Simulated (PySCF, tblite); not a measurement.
# C8H13FSi: geometry, infrared bands and NMR shifts

Wanted: the infrared bands and NMR shifts of C8H13FSi (`C=C(C)[C@@H](C)[Si@H](F)C#CC`), by calculation.

The runs use tblite 0.8.0 and PySCF 2.14.0, with density-fitted response routines of our own; the level of theory stands in each step. All values are computed, except where a source is named. Atoms are numbered from 0 throughout.

### Step 1. Starting geometry

23 atoms, charge 0, multiplicity 1; geometry from: force field or distance geometry start.

Bonds of the start (Å): C0–C1 1.33, C1–C2 1.50, C1–C3 1.54, C3–C4 1.55, C3–Si5 1.92, Si5–F6 1.60, Si5–C7 1.89, C7–C8 1.20, C8–C9 1.46, C0–H10 1.10, C0–H11 1.08, C2–H12 1.11, C2–H13 1.09, C2–H14 1.08, C3–H15 1.10, C4–H16 1.09, C4–H17 1.10, C4–H18 1.10, Si5–H19 1.48, C9–H20 1.09, C9–H21 1.10, C9–H22 1.10.

### Step 2. Geometry optimisation with GFN2-xTB

The job: settings as JSON, then the geometry in Å.

```
{"job": {"kind": "relax", "xc": "GFN2-xTB", "basis": "xTB"}, "charge": 0, "multiplicity": 1}
C     -2.938300     1.265600    -0.610900
C     -2.151900     0.192500    -0.664700
C     -2.549400    -1.039100    -1.432800
C     -0.820600     0.165000     0.102300
C     -0.805600    -0.976700     1.157800
Si     0.745700     0.166200    -1.015200
F      0.815400    -1.249400    -1.767700
C      2.322900     0.372300     0.008900
C      3.322800     0.489800     0.658300
C      4.535700     0.639700     1.452900
H     -3.899300     1.294400    -1.139500
H     -2.686900     2.152800    -0.040600
H     -3.530000    -0.892900    -1.923100
H     -2.654900    -1.902700    -0.778300
H     -1.830700    -1.261900    -2.212700
H     -0.736300     1.096300     0.690200
H     -1.702000    -0.940600     1.780300
H     -0.754000    -1.969400     0.680600
H      0.060900    -0.882700     1.822500
H      0.656300     1.250700    -2.021300
H      5.347500     0.045000     1.032400
H      4.865800     1.687500     1.469100
H      4.382200     0.324900     2.493400
```

Launch:

```sh
$ OMP_NUM_THREADS=1 python probes_run.py task.json out
```

One launch serves the whole session: the jobs run in the order shown.

**Question.** This job is followed by: GFN2-xTB harmonic vibrations, gas phase; GIAO PBE0/pcSseg-1 NMR shielding, non-relativistic, gas phase. What will the session give for the following? strongest single infrared mode (GFN2-xTB); zero-point energy (GFN2-xTB); 13C shifts against TMS (PBE0/pcSseg-1); 1H shifts against TMS (PBE0/pcSseg-1, means over atoms taken as alike); 29Si shifts against TMS (PBE0/pcSseg-1); 19F shifts against CFCl3 (PBE0/pcSseg-1).

As calculated:

| quantity | value |
| --- | --- |
| strongest single infrared mode (GFN2-xTB) | 2315 cm⁻¹, 329 km/mol |
| zero-point energy (GFN2-xTB) | 114.6 kcal/mol |
| 13C shifts against TMS (PBE0/pcSseg-1) | 156.0, 115.5, 113.7, 84.4, 40.7, 23.4, 13.8, 5.7 ppm |
| 1H shifts against TMS (PBE0/pcSseg-1, means over atoms taken as alike) | 5.03, 5.00, 4.96, 2.11, 1.90, 1.90, 1.39 ppm |
| 29Si shifts against TMS (PBE0/pcSseg-1) | -7.0 ppm |
| 19F shifts against CFCl3 (PBE0/pcSseg-1) | -201.6 ppm |

**Reading.** Relaxing lowered the energy by 0.160 eV in 103 steps; the close pair that moved most is Si5–C7, from 1.892 to 1.840 Å. The lowest mode is imaginary (37i cm⁻¹), so the xTB geometry is not a minimum. The strongest single mode, at 2315 cm⁻¹, moves mainly H19. Unscaled tight-binding wavenumbers are off by several per cent, some by more. Its intensities can rank the bands wrongly. C1 (fully substituted alkene carbon) lies farthest downfield among carbon, at 156.0 ppm; as expected for a trigonal carbon in a double bond. At PBE0/pcSseg-1: The widest tensor belongs to C8: span 284 ppm, with a paramagnetic part of -204 ppm.
